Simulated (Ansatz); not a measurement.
**CH3Cl2In: basis-set convergence**

How large a basis does CH3Cl2In need? Two functionals are run in growing sets.

Computed with Ansatz 0.2.0, Gaussian basis. Level: one geometry, several basis sets.

Levels to be run: PBE0-D4/def2-SVP; ωB97M-V/def2-SVP; PBE0-D4/def2-QZVPP; ωB97M-V/def2-QZVPP; the functionals' def2-TZVPP values are taken from earlier runs.

**1. The geometry**

An earlier PBE0-D4 in a triple-zeta def2 set relaxation fixed the geometry. In takes the def2 core potential; no spin-orbit term is included.

SMILES `Cl[CH](Cl)[InH2]`, 7 atoms, charge 0, spin multiplicity 1.

Atoms are counted from 1 here; the program's logs count them from 0.

Bond lengths: Cl1–C2 1.766 Å, C2–Cl3 1.805 Å, C2–In4 2.188 Å, C2–H5 1.086 Å, In4–H6 1.711 Å, In4–H7 1.716 Å. Angles: Cl1–C2–Cl3 111.1°, Cl1–C2–In4 116.2°, Cl1–C2–H5 107.0°, Cl3–C2–In4 98.5°, Cl3–C2–H5 105.4°, In4–C2–H5 117.9°, C2–In4–H6 114.7°, C2–In4–H7 116.2°, H6–In4–H7 129.0°.

**2. PBE0-D4 in def2-SVP**

Input file in.yaml:

```yaml
crystal:
  periodic: [false, false, false]
  atoms:
    - {symbol: Cl, position_ang: [-0.817204, -1.640352, 1.429124]}
    - {symbol: C, position_ang: [0.174076, -0.903848, 0.166046]}
    - {symbol: Cl, position_ang: [1.831737, -0.529316, 0.775123]}
    - {symbol: In, position_ang: [-0.402316, 1.111679, -0.460994]}
    - {symbol: H, position_ang: [0.314121, -1.655091, -0.605704]}
    - {symbol: H, position_ang: [-1.046457, 2.090472, 0.785375]}
    - {symbol: H, position_ang: [-0.053957, 1.526446, -2.088970]}
basis:
  gaussian: {orbitals: def2-SVP}
hamiltonian: {xc: pbe0, dispersion: d4}
output: {orbitals: {seedname: orbitals}}
```

The run is started by

```
$ ansatz run in.yaml --threads 2 --pin off --events-out ev --progress --plain --max-ram 4352MiB
```

Output:

```text
Functional definition: PBE0
  name "PBE0"
  cite "Adamo & Barone, J. Chem. Phys. 110, 6158 (1999) doi:10.1063/1.478522"
  cite "Perdew, Burke & Ernzerhof, Phys. Rev. Lett. 77, 3865 (1996) doi:10.1103/PhysRevLett.77.3865"
  parent pbe
  parameter a = 0.25
  parameter kappa = 0.804
  parameter beta = 0.06672455060314922
  exchange = (1 - a)*pbe_x(kappa = kappa, mu = beta*pi^2/3) + a*exact_x
  correlation = pbe_c(beta = beta)
959 factors; integrals over basis functions are off by at most 9.7e-4 eV
mean field evaluation 1: about -31283.9691 eV, gradient 2.4e1 eV
mean field evaluation 2: about -31283.0322 eV, gradient 3.1e1 eV
mean field evaluation 4: about -31285.4343 eV, gradient 9.2e-1 eV
mean field evaluation 8: about -31285.5615 eV, gradient 4.5e-2 eV
mean field evaluation 16: about -31285.5615 eV, gradient 3.6e-5 eV
mean field -31285.56149287 eV, -1149.7231787479 hartree, gradient 3.6e-5 eV, S^2 0.000000; 0 other end points of the search recorded, 0 dependent functions left out
reference -31285.56152659 eV, -1149.7231799870 hartree; 32, 32 occupied and 59, 59 virtual orbitals, 959 factors
Total energy: -31285.72708919 eV, -1149.7292643003 hartree
```

It took 1.9 s on 2 threads of Arm Neoverse V1, shared host.

**3. ωB97M-V in def2-SVP**

Edit in.yaml of step 2 so:

```diff
@@ -12,3 +12,3 @@
   gaussian: {orbitals: def2-SVP}
-hamiltonian: {xc: pbe0, dispersion: d4}
+hamiltonian: {xc: {name: wB97M-V}}
 output: {orbitals: {seedname: orbitals}}
```

The command is unchanged.

Output, shortened:

```text
Functional definition: wB97M-V
  name "wB97M-V"
  cite "Mardirossian & Head-Gordon, J. Chem. Phys. 144, 214110 (2016) doi:10.1063/1.4952647"
  cite "Becke, J. Chem. Phys. 107, 8554 (1997) doi:10.1063/1.475007"
  cite "Vydrov & Van Voorhis, J. Chem. Phys. 133, 244103 (2010) doi:10.1063/1.3521275"
  # Of w^i u^j: cxij and so on, Table III.
[...]
  gx(w, u) = 1 - cx + cx01*u + cx10*w
  gss(w, u) = css00 + css04*u^4 + css10*w + css20*w^2 + css43*w^4*u^3
  gos(w, u) = cos00 + cos10*w + (cos20 + cos21*u)*w^2 + (cos60 + cos61*u)*w^6
[...]
      + integral(e_c_pw_mod_opposite_spin*gos(b97_w_opposite, b97_u_opposite)) + vv10(b, c)
959 factors; integrals over basis functions are off by at most 9.7e-4 eV
243 factors; integrals over basis functions are off by at most 6.5e-6 eV
[...]
mean field -31291.89781802 eV, -1149.9560344020 hartree, gradient 2.9e-5 eV, S^2 0.000000; 0 other end points of the search recorded, 0 dependent functions left out
reference -31291.89787118 eV, -1149.9560363558 hartree; 32, 32 occupied and 59, 59 virtual orbitals, 959 factors
Total energy: -31291.89787118 eV, -1149.9560363558 hartree
```

It took 8.5 s on 2 threads of Arm Neoverse V1, shared host; peak memory 0.29 GiB.

**4. PBE0-D4 in def2-QZVPP**

Edit in.yaml of step 3 so:

```diff
@@ -11,4 +11,4 @@
 basis:
-  gaussian: {orbitals: def2-SVP}
-hamiltonian: {xc: {name: wB97M-V}}
+  gaussian: {orbitals: "def2-QZVPP.json"}
+hamiltonian: {xc: pbe0, dispersion: d4}
 output: {orbitals: {seedname: orbitals}}
```

The command is unchanged.

Output:

```text
Functional definition: PBE0
  name "PBE0"
  cite "Adamo & Barone, J. Chem. Phys. 110, 6158 (1999) doi:10.1063/1.478522"
  cite "Perdew, Burke & Ernzerhof, Phys. Rev. Lett. 77, 3865 (1996) doi:10.1103/PhysRevLett.77.3865"
  parent pbe
  parameter a = 0.25
  parameter kappa = 0.804
  parameter beta = 0.06672455060314922
  exchange = (1 - a)*pbe_x(kappa = kappa, mu = beta*pi^2/3) + a*exact_x
  correlation = pbe_c(beta = beta)
1589 factors; their error is unknown
mean field evaluation 1: about -31293.4118 eV, gradient 3.7e1 eV
mean field evaluation 2: about -31289.2316 eV, gradient 5.4e1 eV
mean field evaluation 4: about -31296.4867 eV, gradient 2.1e0 eV
mean field evaluation 8: about -31296.4946 eV, gradient 2.6e-2 eV
mean field evaluation 16: about -31296.5691 eV, gradient 4.4e-5 eV
mean field -31296.56913577 eV, -1150.1277021631 hartree, gradient 4.4e-5 eV, S^2 0.000000; 0 other end points of the search recorded, 0 dependent functions left out
reference -31296.56917577 eV, -1150.1277036332 hartree; 32, 32 occupied and 337, 337 virtual orbitals, 1589 factors
Total energy: -31296.73473837 eV, -1150.1337879465 hartree
```

Wall time 13 s (2 threads of Arm Neoverse V1, shared host); peak memory 1.1 GiB.

**5. ωB97M-V in def2-QZVPP**

Edit in.yaml of step 4 so:

```diff
@@ -12,3 +12,3 @@
   gaussian: {orbitals: "def2-QZVPP.json"}
-hamiltonian: {xc: pbe0, dispersion: d4}
+hamiltonian: {xc: {name: wB97M-V}}
 output: {orbitals: {seedname: orbitals}}
```

The command is unchanged.

Output, shortened:

```text
Functional definition: wB97M-V
  name "wB97M-V"
  cite "Mardirossian & Head-Gordon, J. Chem. Phys. 144, 214110 (2016) doi:10.1063/1.4952647"
  cite "Becke, J. Chem. Phys. 107, 8554 (1997) doi:10.1063/1.475007"
  cite "Vydrov & Van Voorhis, J. Chem. Phys. 133, 244103 (2010) doi:10.1063/1.3521275"
  # Of w^i u^j: cxij and so on, Table III.
[...]
  gx(w, u) = 1 - cx + cx01*u + cx10*w
  gss(w, u) = css00 + css04*u^4 + css10*w + css20*w^2 + css43*w^4*u^3
  gos(w, u) = cos00 + cos10*w + (cos20 + cos21*u)*w^2 + (cos60 + cos61*u)*w^6
[...]
      + integral(e_c_pw_mod_opposite_spin*gos(b97_w_opposite, b97_u_opposite)) + vv10(b, c)
1517 factors; their error is unknown
298 factors; integrals over basis functions are off by at most 4.3e-5 eV
[...]
mean field -31302.84296295 eV, -1150.3582610595 hartree, gradient 4.0e-5 eV, S^2 0.000000; 0 other end points of the search recorded, 0 dependent functions left out
reference -31302.84302709 eV, -1150.3582634166 hartree; 32, 32 occupied and 337, 337 virtual orbitals, 1517 factors
Total energy: -31302.84302709 eV, -1150.3582634166 hartree
```

It took 30 s on 2 threads of Arm Neoverse V1, shared host; peak memory 1.4 GiB.

**6. Functionals by basis**

The def2-TZVPP values come from earlier runs at the same geometry.

| functional | basis | functions | energy (eV) | from the largest (eV) | HOMO (eV) | LUMO (eV) |
| --- | --- | --- | --- | --- | --- | --- |
| PBE0-D4 | def2-SVP | 91 | -31285.7271 | 11.008 | -7.14 | -1.76 |
| PBE0-D4 | def2-TZVPP | 207 | -31295.8877 | 0.847 | -7.25 | -1.86 |
| PBE0-D4 | def2-QZVPP | 369 | -31296.7347 | 0.000 | -7.28 | -1.88 |
| ωB97M-V | def2-SVP | 91 | -31291.8979 | 10.945 | -9.24 | -0.16 |
| ωB97M-V | def2-TZVPP | 207 | -31302.0259 | 0.817 | -9.39 | -0.36 |
| ωB97M-V | def2-QZVPP | 369 | -31302.8430 | 0.000 | -9.44 | -0.42 |

**7. What came out**

| quantity | value |
| --- | --- |
| PBE0-D4: double and triple zeta above quadruple | 11.01, 0.85 eV |
| ωB97M-V: double and triple zeta above quadruple | 10.95, 0.82 eV |

**Reading.** PBE0-D4 gains 10.16 eV from double to triple zeta, then 0.85 eV more. These are total energies; as a rule much of such shifts cancels in differences, which this series doesn't test.

For PBE0-D4 the largest set took about 7 times as long as the smallest (13 s against 1.9 s).
